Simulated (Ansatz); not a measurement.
# GeH4S2: one species, many methods

One table from this session's results is given with a row withheld; the runs are named, their logs left out.

Program: Ansatz 0.2.0, Gaussian basis. Level of theory: functionals in def2-TZVPP, the program's frozen cores in correlated methods. These are calculated values, not measurements.

The runs, in order: LDA (SPW92), PBE-D4, revPBE-D4, BLYP-D4, r2SCAN-D4, B97M-V, PBE0-D4, B3LYP-D4, r2SCANh-D4, r2SCAN0-D4, HSE06-D4, BHLYP-D4, CAM-B3LYP-D4, LC-ωPBE, ωB97X-V, ωB97M-V, B2PLYP, PBE-QIDH; CCSD(T)/def2-SVP; CCSD(T)/def2-TZVPP; MP2/def2-QZVPP; extrapolation to the limit; RPA on PBE.

**Structure used throughout**

The geometry comes from an earlier relaxation with PBE0-D4 in a triple-zeta def2 set; it is a stationary point, not always the lowest conformer.

SMILES `[SH][GeH2][SH]`, 7 atoms, charge 0, spin multiplicity 1.

Atoms are counted from 1 here; the program's logs count them from 0.

Bond lengths: S1–Ge2 2.222 Å, S1–H4 1.343 Å, Ge2–S3 2.222 Å, Ge2–H5 1.535 Å, Ge2–H6 1.531 Å, S3–H7 1.343 Å. Angles: Ge2–S1–H4 94.2°, S1–Ge2–S3 114.1°, S1–Ge2–H5 109.2°, S1–Ge2–H6 105.6°, S3–Ge2–H5 109.1°, S3–Ge2–H6 105.7°, H5–Ge2–H6 113.2°, Ge2–S3–H7 94.2°.

The first run:

The input, in.yaml:

```yaml
crystal:
  periodic: [false, false, false]
  atoms:
    - {symbol: S, position_ang: [-1.995182, -0.110722, -0.168250]}
    - {symbol: Ge, position_ang: [0.072858, 0.572529, 0.270589]}
    - {symbol: S, position_ang: [1.429754, -1.038592, 0.977307]}
    - {symbol: H, position_ang: [-1.662285, -0.690901, -1.332645]}
    - {symbol: H, position_ang: [0.669243, 1.215685, -0.989241]}
    - {symbol: H, position_ang: [-0.055231, 1.549458, 1.442323]}
    - {symbol: H, position_ang: [1.602042, -1.565459, -0.245785]}
basis:
  gaussian: {orbitals: def2-TZVPP}
hamiltonian: {xc: lda}
output: {orbitals: {seedname: orbitals}}
```

Launch:

```console
$ ansatz run in.yaml --threads 4 --pin off --events-out ev --progress --plain --max-ram 10444MiB
```

Among the steps run: LDA; PBE-D4 (GGA); revPBE-D4 (GGA); BLYP-D4 (GGA); r2SCAN-D4 (meta-GGA); B97M-V (meta-GGA); B3LYP-D4 (hybrid); r2SCANh-D4 (hybrid); r2SCAN0-D4 (hybrid); HSE06-D4 (hybrid); BHLYP-D4 (hybrid); CAM-B3LYP-D4 (range-separated); LC-ωPBE (range-separated); ωB97X-V (range-separated); ωB97M-V (range-separated); B2PLYP (double hybrid); PBE-QIDH (double hybrid).

One table of the session follows, with a row left open; its other results are not shown here.

It belongs to the step «Frontier levels by functional». 

| functional | HOMO (eV) | gap (eV) |
| --- | --- | --- |
| LDA (SPW92) | -6.24 | 4.60 |
| PBE-D4 | -6.13 | 4.71 |
| revPBE-D4 | -6.09 | 4.75 |
| BLYP-D4 | ? | ? |
| r2SCAN-D4 | -6.42 | 5.24 |
| B97M-V | -6.51 | 5.32 |
| PBE0-D4 | -7.35 | 6.85 |
| B3LYP-D4 | -7.09 | 6.30 |
| r2SCANh-D4 | -6.86 | 6.02 |
| r2SCAN0-D4 | -7.53 | 7.18 |
| HSE06-D4 | -6.95 | 6.08 |
| BHLYP-D4 | -8.40 | 8.86 |
| CAM-B3LYP-D4 | -8.63 | 9.15 |
| LC-ωPBE | -10.06 | 11.76 |
| ωB97X-V | -9.68 | 11.29 |
| ωB97M-V | -9.50 | 10.92 |

Estimate the missing values for BLYP-D4.

Worked estimate for «HOMO (eV)». Against the share of exact exchange, B3LYP-D4 (0.2, -7.09), BHLYP-D4 (0.5, -8.40) give a slope of -4.37 per unit share; at 0 the line stands at -6.22.

The run gave: HOMO (eV): -5.95; gap (eV): 4.59. In «HOMO (eV)» the line misses by -0.27.
